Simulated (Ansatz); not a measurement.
# CH3BrClIn: up Jacob's ladder to CCSD(T)

An exercise on one series of results from a longer session: the logs are not shown, and one member is left open.

The runs use Ansatz 0.2.0, Gaussian basis; functionals in def2-TZVPP, the program's frozen cores in correlated methods.

Plan: LDA (SPW92), PBE-D4, revPBE-D4, BLYP-D4, r2SCAN-D4, B97M-V, PBE0-D4, B3LYP-D4, r2SCANh-D4, r2SCAN0-D4, HSE06-D4, BHLYP-D4, CAM-B3LYP-D4, LC-ωPBE, ωB97X-V, ωB97M-V, B2PLYP, PBE-QIDH; CCSD(T)/def2-SVP; CCSD(T)/def2-TZVPP; MP2/def2-QZVPP; extrapolation to the limit; RPA on PBE.

### Structure used throughout

The geometry comes from an earlier relaxation with PBE0-D4 in a triple-zeta def2 set; it is a stationary point, not always the lowest conformer. In takes the def2 core potential; no spin-orbit term is included.

SMILES `[CH3][In]([Cl])[Br]`, 7 atoms, charge 0, spin multiplicity 1.

Atoms are counted from 1 here; the program's logs count them from 0.

Bond lengths: C1–In2 2.128 Å, C1–H5 1.089 Å, C1–H6 1.089 Å, C1–H7 1.090 Å, In2–Cl3 2.326 Å, In2–Br4 2.462 Å. Angles: In2–C1–H5 109.4°, In2–C1–H6 109.2°, In2–C1–H7 108.5°, H5–C1–H6 110.7°, H5–C1–H7 109.6°, H6–C1–H7 109.4°, C1–In2–Cl3 123.2°, C1–In2–Br4 124.9°, Cl3–In2–Br4 111.9°.

Set-up of the first run:

Contents of in.yaml:

```yaml
crystal:
  periodic: [false, false, false]
  atoms:
    - {symbol: C, position_ang: [-0.131136, 1.135223, -0.020463]}
    - {symbol: In, position_ang: [0.121490, -0.976724, 0.035681]}
    - {symbol: Cl, position_ang: [1.857324, -2.020454, 1.178252]}
    - {symbol: Br, position_ang: [-1.347226, -2.603213, -1.086815]}
    - {symbol: H, position_ang: [-1.177561, 1.369012, -0.208114]}
    - {symbol: H, position_ang: [0.193297, 1.560215, 0.928102]}
    - {symbol: H, position_ang: [0.483811, 1.535940, -0.826642]}
basis:
  gaussian: {orbitals: def2-TZVPP}
hamiltonian: {xc: lda}
output: {orbitals: {seedname: orbitals}}
```

Steps of the session up to this table: LDA; PBE-D4 (GGA); revPBE-D4 (GGA); BLYP-D4 (GGA); r2SCAN-D4 (meta-GGA); B97M-V (meta-GGA); PBE0-D4 (hybrid); B3LYP-D4 (hybrid); r2SCANh-D4 (hybrid); r2SCAN0-D4 (hybrid); HSE06-D4 (hybrid); BHLYP-D4 (hybrid); CAM-B3LYP-D4 (range-separated); LC-ωPBE (range-separated); ωB97X-V (range-separated); ωB97M-V (range-separated); B2PLYP (double hybrid); PBE-QIDH (double hybrid).

One of the session's tables, all rows but one given; the rest of the session is left out.

It belongs to the step «Orbital energies across the functionals». 

| functional | HOMO (eV) | LUMO (eV) | gap (eV) |
| --- | --- | --- | --- |
| LDA (SPW92) | -7.13 | -2.85 | 4.28 |
| PBE-D4 | ? | ? | ? |
| revPBE-D4 | -6.90 | -2.44 | 4.46 |
| BLYP-D4 | -6.78 | -2.51 | 4.27 |
| r2SCAN-D4 | -7.28 | -2.33 | 4.95 |
| B97M-V | -7.34 | -2.39 | 4.95 |
| PBE0-D4 | -8.22 | -1.70 | 6.52 |
| B3LYP-D4 | -7.95 | -2.01 | 5.94 |
| r2SCANh-D4 | -7.74 | -2.02 | 5.72 |
| r2SCAN0-D4 | -8.43 | -1.56 | 6.86 |
| HSE06-D4 | -7.82 | -2.07 | 5.75 |
| BHLYP-D4 | -9.29 | -0.89 | 8.40 |
| CAM-B3LYP-D4 | -9.51 | -0.78 | 8.73 |
| LC-ωPBE | -10.90 | 0.40 | 11.30 |
| ωB97X-V | -10.53 | 0.25 | 10.78 |
| ωB97M-V | -10.39 | 0.00 | 10.39 |

Estimate the missing values for PBE-D4.

As computed: HOMO (eV): -6.96; LUMO (eV): -2.56; gap (eV): 4.40. In the column «HOMO (eV)» it lies between LDA (SPW92) (-7.13) and revPBE-D4 (-6.90).
